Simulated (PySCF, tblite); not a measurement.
# C₄H₁₀O₃SSi₂: geometry, infrared bands and NMR shifts

Wanted: the infrared bands and NMR shifts of C₄H₁₀O₃SSi₂ (`O=S(=O)(O)C1=C(C[SiH3])C[SiH2]1`), by calculation.

Programs: tblite 0.8.0 and PySCF 2.14.0, with density-fitted response routines of our own. Each step states its level of theory. These are calculated values for one molecule in the gas phase, unless marked as measured. Atoms count from 0, in the outputs and in this text.

## Step 1: Starting geometry

20 atoms, charge 0, multiplicity 1; geometry from: force field or distance geometry start.

Bonds of the start (Å): O0–S1 1.50, S1–O2 1.50, S1–O3 1.67, S1–C4 1.76, C4–C5 1.30, C5–C6 1.54, C6–Si7 1.90, C5–C8 1.48, C8–Si9 1.81, Si9–C4 1.81, O3–H10 0.98, C6–H11 1.08, C6–H12 1.09, Si7–H13 1.47, Si7–H14 1.49, Si7–H15 1.47, C8–H16 1.12, C8–H17 1.12, Si9–H18 1.47, Si9–H19 1.46.

## Step 2: Geometry optimisation with GFN2-xTB

Job settings and geometry (Å):

```
{"job": {"kind": "relax", "xc": "GFN2-xTB", "basis": "xTB"}, "charge": 0, "multiplicity": 1}
O     -1.071700     2.637100    -0.218400
S     -1.979200     1.438800    -0.255800
O     -2.895000     1.539900     0.931600
O     -2.870500     1.294600    -1.660700
C     -1.042300    -0.021500     0.066500
C      0.148800    -0.417800    -0.279200
C      1.212300     0.318000    -1.113600
Si     2.698800     0.484400     0.052600
C      0.280800    -1.762000     0.323000
Si    -1.397500    -1.544500     0.975600
H     -2.367200     1.571600    -2.455900
H      1.454400    -0.259900    -1.999100
H      0.916700     1.336700    -1.343400
H      3.505300     1.652300    -0.323800
H      2.183800     0.594400     1.447700
H      3.514100    -0.737400    -0.002500
H      1.094600    -1.759600     1.088900
H      0.439600    -2.495800    -0.502100
H     -1.407000    -1.440000     2.441800
H     -2.424000    -2.418500     0.414300
```

The run is started by

```
OMP_NUM_THREADS=1 python probes_run.py task.json out
```

The driver reads the jobs from task.json and runs them one after another.

**Question.** This job is followed by: GFN2-xTB harmonic vibrations, gas phase; GIAO PBE0/pcSseg-1 NMR shielding, non-relativistic, gas phase. Predict these results of the whole session: strongest single infrared mode (GFN2-xTB); zero-point energy (GFN2-xTB); 13C shifts against TMS (PBE0/pcSseg-1); 1H shifts against TMS (PBE0/pcSseg-1, means over atoms taken as alike); 17O shifts against H2O (PBE0/pcSseg-1, means over atoms taken as alike); 33S shifts against CS2 (PBE0/pcSseg-1); 29Si shifts against TMS (PBE0/pcSseg-1).

The runs gave:

| quantity | value |
| --- | --- |
| strongest single infrared mode (GFN2-xTB) | 1235 cm⁻¹, 495 km/mol |
| zero-point energy (GFN2-xTB) | 81.0 kcal/mol |
| 13C shifts against TMS (PBE0/pcSseg-1) | 197.6, 125.9, 26.1, 22.3 ppm |
| 1H shifts against TMS (PBE0/pcSseg-1, means over atoms taken as alike) | 5.13, 4.76, 4.24, 2.44, 2.18 ppm |
| 17O shifts against H2O (PBE0/pcSseg-1, means over atoms taken as alike) | 233.8, 217.4 ppm |
| 33S shifts against CS2 (PBE0/pcSseg-1) | 314 ppm |
| 29Si shifts against TMS (PBE0/pcSseg-1) | -43.2, -68.2 ppm |

The optimisation took 278 steps and gained 1.423 eV; among the close pairs (by a distance rule), C8–Si9 changed most, from 1.814 to 1.938 Å. No mode is imaginary among the 54: a minimum at this level. The strongest single mode, at 1235 cm⁻¹, moves mainly O2 and S1. Unscaled tight-binding wavenumbers are off by several per cent, some by more. Its intensities can rank the bands wrongly.
